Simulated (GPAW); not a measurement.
# Al3Pt2 (P-3m1) in GPAW: further runs

Runs on Al3Pt2. Level: PBEsol. Tasks: relaxation of cell and atoms.

Everything below comes from runs of GPAW 26.7.0. Logs are shortened: lines on timing, memory, paths and dates and some standing lists are left out, and cuts for length are marked. The log counts tension as positive stress, the text compression.

## (1) Starting point

It takes space group P-3m1 (No. 164, trigonal). The conventional cell has a = 4.207 Å, b = 4.207 Å, c = 5.189 Å, α = 90.00°, β = 90.00°, γ = 120.00°. Pt (site symmetry 3m) is surrounded by 8 Al at 2.49 to 2.69 Å. Al (site symmetry 3m) is surrounded by 5 Pt at 2.49 to 2.69 Å and 3 Al at 2.87 Å. Al (site symmetry -3m) has 6 Pt at 2.58 Å as nearest neighbours.

The cell comes from a database or a generator and needn't be the stable form of this composition.

## (2) Relaxation of cell and atoms, PBEsol, target pressure 20 GPa, at which the enthalpy is minimised

Contents of run.py:

```python
from ase import Atoms
from ase.filters import FrechetCellFilter
from ase.io import write
from ase.optimize import BFGS
from ase.units import GPa
from gpaw import GPAW, PW, setup_paths

setup_paths.insert(0, '.')

atoms = Atoms(['Pt', 'Pt', 'Al', 'Al', 'Al'],
              cell=[[4.2071400339, 0.0, 0.0],
                    [-2.103570017, 3.6434901467, 0.0],
                    [0.0, 0.0, 5.18896172]],
              scaled_positions=[[0.6666666667, 0.3333333333, 0.8338745],
                                [0.3333333333, 0.6666666667, 0.1661255],
                                [0.6666666667, 0.3333333333, 0.35316977],
                                [0.3333333333, 0.6666666667, 0.64683023],
                                [0.0, 0.0, 0.0]],
              pbc=True)

calc = GPAW(mode=PW(600),
            xc='PBEsol',
            kpts={'size': (5, 5, 4), 'gamma': True},
            occupations={'name': 'fermi-dirac', 'width': 0.05},
            nbands=38,
            convergence={'density': 1e-05, 'forces': 0.0001},
            maxiter=150,
            txt='gpaw.txt')
atoms.calc = calc
opt = BFGS(FrechetCellFilter(atoms, scalar_pressure=20 * GPa), trajectory='relax.traj', logfile='-')
done = opt.run(fmax=0.02, steps=60)
calc.write('gs.gpw')
write('result.traj', atoms)
print('Converged:', done)
print('Cell:', atoms.cell.cellpar().round(4))
print('Volume:', round(atoms.get_volume(), 4))
print(atoms.get_scaled_positions().round(5))
```

Potentials or basis: PAW data sets generated in the run's folder for this functional, pw.

Run with:

```console
$ gpaw-setup -f PBEsol Al Pt
$ OMP_NUM_THREADS=1 python run.py
```

gpaw.txt:

```text
__  _  _
 | _ |_)|_||  |
 |__||  | ||/\| - 26.7.0

Input parameters:
  mode=PW(ecut=600.0),
  convergence={'density': 1e-05, 'forces': 0.0001},
  kpts=MonkhorstPack(size=(5, 5, 4), gamma=True),
  maxiter=150,
  nbands=38,
  occupations=Occupations(name='fermi-dirac', width=0.05),
  xc=XC(name='PBEsol')

Diagonalizing LCAO Hamiltonian
Converting LCAO to pw mode

             Pt
         Al

             Al
         Pt

       Al

Atoms  # Å, Bohr magnetons
|   | symbol |         x |        y |        z |    initial magnetic moments |
|---|--------|-----------|----------|----------|-----------------------------|
| 0 |     Pt |  2.103570 | 1.214497 | 4.326943 | ( 0.0000,  0.0000,  0.0000) |
| 1 |     Pt | -0.000000 | 2.428993 | 0.862019 | ( 0.0000,  0.0000,  0.0000) |
| 2 |     Al |  2.103570 | 1.214497 | 1.832584 | ( 0.0000,  0.0000,  0.0000) |
| 3 |     Al | -0.000000 | 2.428993 | 3.356377 | ( 0.0000,  0.0000,  0.0000) |
| 4 |     Al |  0.000000 | 0.000000 | 0.000000 | ( 0.0000,  0.0000,  0.0000) |

Unit cell  # Å
| periodic |         x |        y |        z |  lengths |     angles |
|----------|-----------|----------|----------|----------|------------|
|      yes |  4.207140 | 0.000000 | 0.000000 | 4.207140 |  90.000000 |
|      yes | -2.103570 | 3.643490 | 0.000000 | 4.207140 |  90.000000 |
|      yes |  0.000000 | 0.000000 | 5.188962 | 5.188962 | 120.000000 |
[... 190 lines left out ...]
|         11 |         3.794 |     2.000 |
|         12 |         3.794 |     2.000 |
|         13 |         4.962 |     2.000 |
|         14 |         4.962 |     2.000 |
|         15 |         6.139 |     2.000 |
|         16 |         6.139 |     2.000 |
[... 8 lines left out ...]
|         25 |        14.519 |     0.000 |
|         26 |        14.519 |     0.000 |
|        ... |               |           |
|         37 |        22.839 |     0.000 |

No gap
No difference between direct/indirect transitions

Stress tensor  # eV/Ang^3
|         x |         y |        z |
|-----------|-----------|----------|
| -0.005053 | -0.000000 | 0.000000 |
| -0.000000 | -0.005053 | 0.000000 |
|  0.000000 |  0.000000 | 0.004600 |

Forces  # eV/Ang
|        x |        y |        z |
|----------|----------|----------|
| -0.00000 | -0.00000 |  0.19539 |  # Pt   0
|  0.00000 |  0.00000 | -0.19539 |  # Pt   1
|  0.00000 |  0.00000 | -0.06481 |  # Al   2
| -0.00000 | -0.00000 |  0.06481 |  # Al   3
| -0.00000 | -0.00000 |  0.00000 |  # Al   4

Interpolating wave functions to new cell

             Pt
         Al

             Al
         Pt

       Al

Atoms  # Å, Bohr magnetons
|   | symbol |         x |         y |        z |    initial magnetic moments |
|---|--------|-----------|-----------|----------|-----------------------------|
| 0 |     Pt |  2.092149 |  1.207903 | 4.304338 | ( 0.0000,  0.0000,  0.0000) |
| 1 |     Pt | -0.000000 |  2.415806 | 0.854188 | ( 0.0000,  0.0000,  0.0000) |
| 2 |     Al |  2.092149 |  1.207903 | 1.820915 | ( 0.0000,  0.0000,  0.0000) |
| 3 |     Al | -0.000000 |  2.415806 | 3.337611 | ( 0.0000,  0.0000,  0.0000) |
| 4 |     Al | -0.000000 | -0.000000 | 0.000000 | ( 0.0000,  0.0000,  0.0000) |

Unit cell  # Å
| periodic |         x |         y |         z |  lengths |     angles |
|----------|-----------|-----------|-----------|----------|------------|
|      yes |  4.184298 |  0.000000 | -0.000000 | 4.184298 |  90.000000 |
|      yes | -2.092149 |  3.623709 | -0.000000 | 4.184298 |  90.000000 |
|      yes | -0.000000 | -0.000000 |  5.158526 | 5.158526 | 120.000000 |

Number of symmetries: 12
Symmetry operations  # r_c * U_cc + t_c -> r_c
|    | kind |            matrix            |
|----|------|------------------------------|
|  0 |  σ   |  1, 1, 0,  0,-1, 0,  0, 0, 1 |
|  1 |  S6  |  1, 1, 0, -1, 0, 0,  0, 0,-1 |
|  2 |  E   |  1, 0, 0,  0, 1, 0,  0, 0, 1 |
|  3 |  C2  |  1, 0, 0, -1,-1, 0,  0, 0,-1 |
|  4 |  C2  |  0, 1, 0,  1, 0, 0,  0, 0,-1 |
|  5 |  C3  |  0, 1, 0, -1,-1, 0,  0, 0, 1 |
|  6 |  S6  |  0,-1, 0,  1, 1, 0,  0, 0,-1 |
|  7 |  σ   |  0,-1, 0, -1, 0, 0,  0, 0, 1 |
|  8 |  σ   | -1, 0, 0,  1, 1, 0,  0, 0, 1 |
|  9 |  i   | -1, 0, 0,  0,-1, 0,  0, 0,-1 |
| 10 |  C3  | -1,-1, 0,  1, 0, 0,  0, 0, 1 |
| 11 |  C2  | -1,-1, 0,  0, 1, 0,  0, 0,-1 |
[... 209 lines left out ...]
Interpolating wave functions to new cell

             Pt
         Al

             Al
         Pt

       Al

Atoms  # Å, Bohr magnetons
|   | symbol |         x |         y |        z |    initial magnetic moments |
|---|--------|-----------|-----------|----------|-----------------------------|
| 0 |     Pt |  2.033868 |  1.174254 | 4.187577 | ( 0.0000,  0.0000,  0.0000) |
| 1 |     Pt | -0.000000 |  2.348508 | 0.814356 | ( 0.0000,  0.0000,  0.0000) |
| 2 |     Al |  2.033868 |  1.174254 | 1.763868 | ( 0.0000,  0.0000,  0.0000) |
| 3 |     Al | -0.000000 |  2.348508 | 3.238065 | ( 0.0000,  0.0000,  0.0000) |
| 4 |     Al | -0.000000 | -0.000000 | 0.000000 | ( 0.0000,  0.0000,  0.0000) |

Unit cell  # Å
| periodic |         x |        y |        z |  lengths |     angles |
|----------|-----------|----------|----------|----------|------------|
|      yes |  4.067735 | 0.000000 | 0.000000 | 4.067735 |  90.000000 |
|      yes | -2.033868 | 3.522762 | 0.000000 | 4.067735 |  90.000000 |
|      yes |  0.000000 | 0.000000 | 5.001934 | 5.001934 | 120.000000 |

Number of symmetries: 12
Symmetry operations  # r_c * U_cc + t_c -> r_c
|    | kind |            matrix            |
|----|------|------------------------------|
|  0 |  σ   |  1, 1, 0,  0,-1, 0,  0, 0, 1 |
|  1 |  S6  |  1, 1, 0, -1, 0, 0,  0, 0,-1 |
|  2 |  E   |  1, 0, 0,  0, 1, 0,  0, 0, 1 |
|  3 |  C2  |  1, 0, 0, -1,-1, 0,  0, 0,-1 |
|  4 |  C2  |  0, 1, 0,  1, 0, 0,  0, 0,-1 |
|  5 |  C3  |  0, 1, 0, -1,-1, 0,  0, 0, 1 |
|  6 |  S6  |  0,-1, 0,  1, 1, 0,  0, 0,-1 |
|  7 |  σ   |  0,-1, 0, -1, 0, 0,  0, 0, 1 |
|  8 |  σ   | -1, 0, 0,  1, 1, 0,  0, 0, 1 |
|  9 |  i   | -1, 0, 0,  0,-1, 0,  0, 0,-1 |
| 10 |  C3  | -1,-1, 0,  1, 0, 0,  0, 0, 1 |
| 11 |  C2  | -1,-1, 0,  0, 1, 0,  0, 0,-1 |
[... 720 lines left out ...]
       Al

Atoms  # Å, Bohr magnetons
|   | symbol |         x |        y |        z |    initial magnetic moments |
|---|--------|-----------|----------|----------|-----------------------------|
| 0 |     Pt |  2.039813 | 1.177686 | 4.194242 | ( 0.0000,  0.0000,  0.0000) |
| 1 |     Pt | -0.000000 | 2.355373 | 0.819881 | ( 0.0000,  0.0000,  0.0000) |
| 2 |     Al |  2.039813 | 1.177686 | 1.778841 | ( 0.0000,  0.0000,  0.0000) |
| 3 |     Al | -0.000000 | 2.355373 | 3.235283 | ( 0.0000,  0.0000,  0.0000) |
| 4 |     Al | -0.000000 | 0.000000 | 0.000000 | ( 0.0000,  0.0000,  0.0000) |

Unit cell  # Å
| periodic |         x |         y |         z |  lengths |     angles |
|----------|-----------|-----------|-----------|----------|------------|
|      yes |  4.079625 |  0.000000 | -0.000000 | 4.079625 |  90.000000 |
|      yes | -2.039813 |  3.533059 |  0.000000 | 4.079625 |  90.000000 |
|      yes | -0.000000 | -0.000000 |  5.014124 | 5.014124 | 120.000000 |

Number of symmetries: 12
Symmetry operations  # r_c * U_cc + t_c -> r_c
|    | kind |            matrix            |
|----|------|------------------------------|
|  0 |  σ   |  1, 1, 0,  0,-1, 0,  0, 0, 1 |
|  1 |  S6  |  1, 1, 0, -1, 0, 0,  0, 0,-1 |
|  2 |  E   |  1, 0, 0,  0, 1, 0,  0, 0, 1 |
|  3 |  C2  |  1, 0, 0, -1,-1, 0,  0, 0,-1 |
|  4 |  C2  |  0, 1, 0,  1, 0, 0,  0, 0,-1 |
|  5 |  C3  |  0, 1, 0, -1,-1, 0,  0, 0, 1 |
|  6 |  S6  |  0,-1, 0,  1, 1, 0,  0, 0,-1 |
|  7 |  σ   |  0,-1, 0, -1, 0, 0,  0, 0, 1 |
|  8 |  σ   | -1, 0, 0,  1, 1, 0,  0, 0, 1 |
|  9 |  i   | -1, 0, 0,  0,-1, 0,  0, 0,-1 |
| 10 |  C3  | -1,-1, 0,  1, 0, 0,  0, 0, 1 |
| 11 |  C2  | -1,-1, 0,  0, 1, 0,  0, 0,-1 |
[... 216 lines left out ...]
       Al

Atoms  # Å, Bohr magnetons
|   | symbol |         x |        y |        z |    initial magnetic moments |
|---|--------|-----------|----------|----------|-----------------------------|
| 0 |     Pt |  2.039847 | 1.177706 | 4.194727 | ( 0.0000,  0.0000,  0.0000) |
| 1 |     Pt | -0.000000 | 2.355412 | 0.819277 | ( 0.0000,  0.0000,  0.0000) |
| 2 |     Al |  2.039847 | 1.177706 | 1.779392 | ( 0.0000,  0.0000,  0.0000) |
| 3 |     Al | -0.000000 | 2.355412 | 3.234613 | ( 0.0000,  0.0000,  0.0000) |
| 4 |     Al | -0.000000 | 0.000000 | 0.000000 | ( 0.0000,  0.0000,  0.0000) |

Unit cell  # Å
| periodic |         x |        y |         z |  lengths |     angles |
|----------|-----------|----------|-----------|----------|------------|
|      yes |  4.079694 | 0.000000 | -0.000000 | 4.079694 |  90.000000 |
|      yes | -2.039847 | 3.533118 |  0.000000 | 4.079694 |  90.000000 |
|      yes | -0.000000 | 0.000000 |  5.014005 | 5.014005 | 120.000000 |

Number of symmetries: 12
Symmetry operations  # r_c * U_cc + t_c -> r_c
|    | kind |            matrix            |
|----|------|------------------------------|
|  0 |  σ   |  1, 1, 0,  0,-1, 0,  0, 0, 1 |
|  1 |  S6  |  1, 1, 0, -1, 0, 0,  0, 0,-1 |
|  2 |  E   |  1, 0, 0,  0, 1, 0,  0, 0, 1 |
|  3 |  C2  |  1, 0, 0, -1,-1, 0,  0, 0,-1 |
|  4 |  C2  |  0, 1, 0,  1, 0, 0,  0, 0,-1 |
|  5 |  C3  |  0, 1, 0, -1,-1, 0,  0, 0, 1 |
|  6 |  S6  |  0,-1, 0,  1, 1, 0,  0, 0,-1 |
|  7 |  σ   |  0,-1, 0, -1, 0, 0,  0, 0, 1 |
|  8 |  σ   | -1, 0, 0,  1, 1, 0,  0, 0, 1 |
|  9 |  i   | -1, 0, 0,  0,-1, 0,  0, 0,-1 |
| 10 |  C3  | -1,-1, 0,  1, 0, 0,  0, 0, 1 |
| 11 |  C2  | -1,-1, 0,  0, 1, 0,  0, 0,-1 |
[... 443 lines left out ...]
Stress tensor  # eV/Ang^3
|         x |         y |         z |
|-----------|-----------|-----------|
| -0.125046 | -0.000000 |  0.000000 |
| -0.000000 | -0.125046 |  0.000000 |
|  0.000000 |  0.000000 | -0.124483 |

Forces  # eV/Ang
|        x |        y |        z |
|----------|----------|----------|
| -0.00000 | -0.00000 |  0.00179 |  # Pt   0
|  0.00000 |  0.00000 | -0.00179 |  # Pt   1
|  0.00000 | -0.00000 | -0.00287 |  # Al   2
|  0.00000 |  0.00000 |  0.00287 |  # Al   3
| -0.00000 |  0.00000 |  0.00000 |  # Al   4

# Writing to gs.gpw (mode='')
```

Run time: 2.7 min. Hardware: 1 thread of Intel Xeon Platinum 8375C at 2.90GHz (Ice Lake), shared host; peak memory 0.27 GiB.

What came out:

```
Free energy                                            : -31.2319 eV
Relaxed volume                                         : 14.46 Å³/atom
Relaxed cell                                           : a = 4.080 Å, b = 4.080 Å, c = 5.014 Å, α = 90.00°, β = 90.00°, γ = 120.00°
Space group after relaxing (to 0.05 Å)                 : P-3m1 (No. 164)
Energy change on relaxing (the enthalpy is what falls) : +83.6 meV/atom
Ionic steps                                            : 8
Pressure after relaxing                                : 20.0 GPa
Band gap on the k mesh                                 : none (metal or under the smearing width)
```

Forces in eV/Å, atoms in the order of the input:
```
Pt   0.000  0.000  0.002
Pt   0.000  0.000 -0.002
Al   0.000  0.000 -0.003
Al   0.000  0.000  0.003
Al   0.000  0.000  0.000
```

Step by step:
```csv
step,energy change (eV),largest force (eV/Å),pressure (GPa),volume (Å³)
1,0.0000,0.1954,0.29,79.54
2,0.0129,0.1636,3.19,78.22
3,0.5012,0.2471,22.27,71.68
4,0.4083,0.1503,19.76,72.37
5,0.4116,0.1079,19.85,72.34
6,0.4196,0.0466,20.05,72.27
7,0.4195,0.0378,20.04,72.27
8,0.4181,0.0029,20.00,72.28
```

Final structure:
```xyz
5
Lattice="4.0800 0.0000 0.0000 -2.0400 3.5334 0.0000 0.0000 0.0000 5.0139" Properties=species:S:1:pos:R:3 pbc="T T T"
Pt    2.0400    1.1778    4.1966
Pt    0.0000    2.3556    0.8173
Al    2.0400    1.1778    1.7805
Al    0.0000    2.3556    3.2334
Al    0.0000    0.0000    0.0000
```

Caveat: later steps reuse the first step's grids.

## (3) Relaxation of cell and atoms, PBEsol, target pressure 30 GPa, at which the enthalpy is minimised

Changes to run.py since step 2:

```diff
@@ -29,3 +29,3 @@
 atoms.calc = calc
-opt = BFGS(FrechetCellFilter(atoms, scalar_pressure=20 * GPa), trajectory='relax.traj', logfile='-')
+opt = BFGS(FrechetCellFilter(atoms, scalar_pressure=30 * GPa), trajectory='relax.traj', logfile='-')
 done = opt.run(fmax=0.02, steps=60)
```

Potentials or basis: PAW data sets generated in the run's folder for this functional, pw.

Run with:

```console
$ gpaw-setup -f PBEsol Al Pt
$ OMP_NUM_THREADS=1 python run.py
```

gpaw.txt:

```text
__  _  _
 | _ |_)|_||  |
 |__||  | ||/\| - 26.7.0

Input parameters:
  mode=PW(ecut=600.0),
  convergence={'density': 1e-05, 'forces': 0.0001},
  kpts=MonkhorstPack(size=(5, 5, 4), gamma=True),
  maxiter=150,
  nbands=38,
  occupations=Occupations(name='fermi-dirac', width=0.05),
  xc=XC(name='PBEsol')

Diagonalizing LCAO Hamiltonian
Converting LCAO to pw mode

             Pt
         Al

             Al
         Pt

       Al

Atoms  # Å, Bohr magnetons
|   | symbol |         x |        y |        z |    initial magnetic moments |
|---|--------|-----------|----------|----------|-----------------------------|
| 0 |     Pt |  2.103570 | 1.214497 | 4.326943 | ( 0.0000,  0.0000,  0.0000) |
| 1 |     Pt | -0.000000 | 2.428993 | 0.862019 | ( 0.0000,  0.0000,  0.0000) |
| 2 |     Al |  2.103570 | 1.214497 | 1.832584 | ( 0.0000,  0.0000,  0.0000) |
| 3 |     Al | -0.000000 | 2.428993 | 3.356377 | ( 0.0000,  0.0000,  0.0000) |
| 4 |     Al |  0.000000 | 0.000000 | 0.000000 | ( 0.0000,  0.0000,  0.0000) |

Unit cell  # Å
| periodic |         x |        y |        z |  lengths |     angles |
|----------|-----------|----------|----------|----------|------------|
|      yes |  4.207140 | 0.000000 | 0.000000 | 4.207140 |  90.000000 |
|      yes | -2.103570 | 3.643490 | 0.000000 | 4.207140 |  90.000000 |
|      yes |  0.000000 | 0.000000 | 5.188962 | 5.188962 | 120.000000 |

Number of symmetries: 12
Symmetry operations  # r_c * U_cc + t_c -> r_c
|    | kind |            matrix            |
|----|------|------------------------------|
|  0 |  σ   |  1, 1, 0,  0,-1, 0,  0, 0, 1 |
|  1 |  S6  |  1, 1, 0, -1, 0, 0,  0, 0,-1 |
|  2 |  E   |  1, 0, 0,  0, 1, 0,  0, 0, 1 |
|  3 |  C2  |  1, 0, 0, -1,-1, 0,  0, 0,-1 |
|  4 |  C2  |  0, 1, 0,  1, 0, 0,  0, 0,-1 |
|  5 |  C3  |  0, 1, 0, -1,-1, 0,  0, 0, 1 |
|  6 |  S6  |  0,-1, 0,  1, 1, 0,  0, 0,-1 |
|  7 |  σ   |  0,-1, 0, -1, 0, 0,  0, 0, 1 |
|  8 |  σ   | -1, 0, 0,  1, 1, 0,  0, 0, 1 |
|  9 |  i   | -1, 0, 0,  0,-1, 0,  0, 0,-1 |
| 10 |  C3  | -1,-1, 0,  1, 0, 0,  0, 0, 1 |
| 11 |  C2  | -1,-1, 0,  0, 1, 0,  0, 0,-1 |

BZ-sampling:
  Number of BZ points: 100
  Number of IBZ points: 17
[... 1940 lines left out ...]
|         25 |        16.779 |     0.000 |
|         26 |        16.779 |     0.000 |
|        ... |               |           |
|         37 |        26.301 |     0.000 |

No gap
No difference between direct/indirect transitions

Stress tensor  # eV/Ang^3
|         x |         y |         z |
|-----------|-----------|-----------|
| -0.186788 | -0.000000 |  0.000000 |
| -0.000000 | -0.186788 | -0.000000 |
|  0.000000 | -0.000000 | -0.188229 |

Forces  # eV/Ang
|        x |        y |        z |
|----------|----------|----------|
| -0.00000 | -0.00000 | -0.00070 |  # Pt   0
|  0.00000 |  0.00000 |  0.00070 |  # Pt   1
|  0.00000 |  0.00000 | -0.00486 |  # Al   2
|  0.00000 | -0.00000 |  0.00486 |  # Al   3
| -0.00000 |  0.00000 |  0.00000 |  # Al   4

# Writing to gs.gpw (mode='')
```

stdout:

```text
Step          Energy          fmax
BFGS:    0      -16.756984        3.051866
BFGS:    1      -17.099280        2.535984
BFGS:    2      -17.772478        0.298528
BFGS:    3      -17.779553        0.184140
BFGS:    4      -17.780560        0.125173
BFGS:    5      -17.781518        0.056597
BFGS:    6      -17.781589        0.043230
BFGS:    7      -17.781716        0.013699
Converged: True
Cell: [  4.0273   4.0273   4.9584  90.      90.     120.    ]
Volume: 69.6476
[[0.66667 0.33333 0.83688]
 [0.33333 0.66667 0.16312]
 [0.66667 0.33333 0.35589]
 [0.33333 0.66667 0.64411]
 [0.      0.      0.     ]]
```

Wall time 2.8 min (1 thread of Intel Xeon Platinum 8375C at 2.90GHz (Ice Lake), shared host); peak memory 0.3 GiB.

Results:

```yaml
Free_energy: -30.8229 eV
Relaxed_volume: 13.93 Å³/atom
Relaxed_cell: a = 4.027 Å, b = 4.027 Å, c = 4.958 Å, α = 90.00°, β = 90.00°, γ = 120.00°
Space_group_after_relaxing_to_0.05_Å: P-3m1 (No. 164)
Energy_change_on_relaxing_the_enthalpy_is_what_falls: +165.4 meV/atom
Ionic_steps: 8
Pressure_after_relaxing: 30.0 GPa
Largest_force_after_relaxing: 0.005 eV/Å
Band_gap_on_the_k_mesh: none (metal or under the smearing width)
```

Forces in eV/Å, atoms in the order of the input:
```
Pt   0.000  0.000 -0.001
Pt   0.000  0.000  0.001
Al   0.000  0.000 -0.005
Al   0.000  0.000  0.005
Al   0.000  0.000  0.000
```

Step by step:
```tsv
step	energy change (eV)	largest force (eV/Å)	pressure (GPa)	volume (Å³)
1	0.0000	0.1954	0.29	79.54
2	0.0294	0.1685	4.74	77.55
3	0.9424	0.3134	32.58	69.08
4	0.8100	0.1927	29.68	69.75
5	0.8150	0.1310	29.78	69.72
6	0.8285	0.0593	30.04	69.64
7	0.8287	0.0453	30.04	69.64
8	0.8272	0.0049	30.00	69.65
```

Final structure:
```
Pt Al
1.0
     4.02734    0.00000    0.00000
    -2.01367    3.48778    0.00000
     0.00000    0.00000    4.95836
Pt Al
2 3
Cartesian
  2.0137 1.1626 4.1496
  0.0000 2.3252 0.8088
  2.0137 1.1626 1.7646
  0.0000 2.3252 3.1937
  0.0000 0.0000 0.0000
```

Caveat: later steps reuse the first step's grids.
